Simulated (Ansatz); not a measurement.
# AlGaH (quartet): from Hartree-Fock to the top rungs at distance Al1–Ga2 = 2.841 Å, 6-31G

Aim: climb from Hartree-Fock through coupled cluster and multireference methods for AlGaH (quartet) at one geometry and basis, and see what each rung misses.

Method: 6-31G, core rule «outside noble gas», up to 19 orbitals frozen; program: Ansatz 0.2.0, Gaussian basis.

To be run: UHF; CCSD(T) on ROHF; CCSD(T) on UHF; BCCD(T) on ROHF; CISD; CCSDT(Q) on ROHF; CCSDT(Q) on UHF; CASSCF and MRCISD+Q, 5 electrons in 5 orbitals; CASSCF and NEVPT2, 5 electrons in 5 orbitals; CASSCF and MRCISD+Q, 7 electrons in 9 orbitals; CASSCF and NEVPT2, 7 electrons in 9 orbitals; Full CI.

16 further runs of the same task are left out: 14 that didn't finish, 2 set aside as unsound or not needed.

## Step 1: The system

The geometry derives from a PBE0/def2-TZVP stationary point (not a proven minimum). One bond is set to the value named and the two fragments are kept rigid. No spin-orbit coupling is included. The filled d shell of Ga may be among the frozen orbitals whatever the setting's name suggests; the logs give the count.

3 atoms, charge 0, spin multiplicity 4.

Atoms are counted from 1 here; the program's logs count them from 0.

Bond lengths: Ga2–H3 1.559 Å.

## Step 2: UHF

Contents of in.yaml:

```yaml
crystal:
  periodic: [false, false, false]
  atoms:
    - {symbol: Al, position_ang: [0.000000, 0.000000, 2.413567]}
    - {symbol: Ga, position_ang: [0.000000, 0.000000, -0.427433]}
    - {symbol: H, position_ang: [0.000000, 0.000000, -1.986133]}
basis:
  gaussian: {orbitals: 6-31G}
magnetization: {spin_polarized: true, initial_magnetization: 3}
hamiltonian: {xc: hf}
output: {orbitals: {seedname: orbitals}}
```

Launch:

```bash
$ ansatz run in.yaml --threads 1 --pin off --events-out ev --progress --plain --max-ram 2393MiB
```

The runs that follow: CCSD(T) on ROHF; CCSD(T) on UHF; BCCD(T) on ROHF; CISD; CCSDT(Q) on ROHF; CCSDT(Q) on UHF; CASSCF and MRCISD+Q, 5 electrons in 5 orbitals; CASSCF and NEVPT2, 5 electrons in 5 orbitals; CASSCF and MRCISD+Q, 7 electrons in 9 orbitals; CASSCF and NEVPT2, 7 electrons in 9 orbitals; Full CI.

Q: Predict the results of all the runs planned. Wanted: FCI below the RHF energy; RMP2 from FCI; UMP2 from FCI; RCCSD from FCI; RCCSD(T) from FCI; UCCSD(T) from FCI; RCCSDT(Q) from FCI; UCCSDT(Q) from FCI; MRCISD+Q pair from FCI.

The runs gave:

| quantity | value |
| --- | --- |
| FCI below the RHF energy | -2.3633 eV |
| RMP2 from FCI | +23.10 kcal/mol |
| UMP2 from FCI | +18.48 kcal/mol |
| RCCSD from FCI | +3.42 kcal/mol |
| RCCSD(T) from FCI | +1.21 kcal/mol |
| UCCSD(T) from FCI | +1.09 kcal/mol |
| RCCSDT(Q) from FCI | +0.13 kcal/mol |
| UCCSDT(Q) from FCI | +0.10 kcal/mol |
| MRCISD+Q pair from FCI | +1.07 kcal/mol |
| NEVPT2 valence from FCI | +3.49 kcal/mol |
| MRCISD+Q valence from FCI | +0.02 kcal/mol |
| levels within 1 kcal/mol (43 meV) | RCCSDT, UCCSDT, RCCSDT(Q), UCCSDT(Q), MRCISD valence, MRCISD+Q valence |
| T1 diagnostic | 0.121 |
| effectively unpaired electrons | 3.08 |

What this shows: RCCSD(T) misses by +1.21 kcal/mol, 2.2 % of the correlation energy. The occupations are near whole numbers, but T1 = 0.121 shows that the orbitals relax strongly. Of the multireference levels listed MRCISD+Q valence comes nearest in total energy (+0.02 kcal/mol), which doesn't show that its space is the better one. Coupled cluster took another determinant than the lowest Hartree-Fock one. These misses are within one basis, not against nature; the frozen cores of restricted and unrestricted runs differ, which can shift their rows.
